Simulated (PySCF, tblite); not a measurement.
# C7H3F3: infrared bands and NMR shifts

Aim: predict the infrared bands and NMR shifts of C7H3F3 (`C#CC#C/C=C\C(F)(F)F`).

Programs: tblite 0.8.0 and PySCF 2.14.0, with density-fitted response routines of our own. Each step states its level of theory. These are calculated values for one molecule in the gas phase, unless marked as measured. Atoms are numbered from 0 throughout.

### Step 1. Starting geometry

13 atoms, charge 0, multiplicity 1; geometry from: GFN2-xTB.

Bonds of the start (Å): C0–C1 1.21, C1–C2 1.35, C2–C3 1.21, C3–C4 1.40, C4–C5 1.34, C5–C6 1.49, C6–F7 1.35, C6–F8 1.35, C6–F9 1.34, C0–H10 1.05, C4–H11 1.08, C5–H12 1.08.

### Step 2. Infrared spectrum with GFN2-xTB

Job settings and geometry (Å):

```
{"job": {"kind": "ir", "xc": "GFN2-xTB", "basis": "xTB"}, "charge": 0, "multiplicity": 1}
C      3.385766    -0.716173     1.842509
C      2.516827    -0.269119     1.136001
C      1.542709     0.230890     0.341292
C      0.674819     0.683121    -0.375670
C     -0.324152     1.199936    -1.204836
C     -1.524154     0.634172    -1.371886
C     -1.910135    -0.627076    -0.668846
F     -1.869416    -0.517069     0.673114
F     -1.114430    -1.669622    -0.977259
F     -3.160306    -1.002662    -0.979707
H      4.138840    -1.108637     2.457607
H     -0.082119     2.113716    -1.732635
H     -2.278639     1.049010    -2.018658
```

**Question.** This job is followed by: GIAO PBE0/pcSseg-1 NMR shielding, non-relativistic, gas phase. What will the session give for the following? strongest single infrared mode (GFN2-xTB); zero-point energy (GFN2-xTB); 13C shifts against TMS (PBE0/pcSseg-1); 1H shifts against TMS (PBE0/pcSseg-1); 19F shifts against CFCl3 (PBE0/pcSseg-1, means over atoms taken as alike).

As calculated:

| quantity | value |
| --- | --- |
| strongest single infrared mode (GFN2-xTB) | 1031 cm⁻¹, 370 km/mol |
| zero-point energy (GFN2-xTB) | 45.7 kcal/mol |
| 13C shifts against TMS (PBE0/pcSseg-1) | 145.9, 132.0, 127.8, 102.3, 89.5, 72.7, 70.8 ppm |
| 1H shifts against TMS (PBE0/pcSseg-1) | 6.58, 6.25, 2.45 ppm |
| 19F shifts against CFCl3 (PBE0/pcSseg-1, means over atoms taken as alike) | -73.0 ppm |

**Reading.** No mode is imaginary among the 33: a minimum at this level. The strongest single mode, at 1031 cm⁻¹, moves mainly C6. Unscaled tight-binding wavenumbers are off by several per cent, some by more. Its intensities can rank the bands wrongly. At PBE0/pcSseg-1: Shielding is most anisotropic at C3 (span 300 ppm, paramagnetic term -140 ppm).
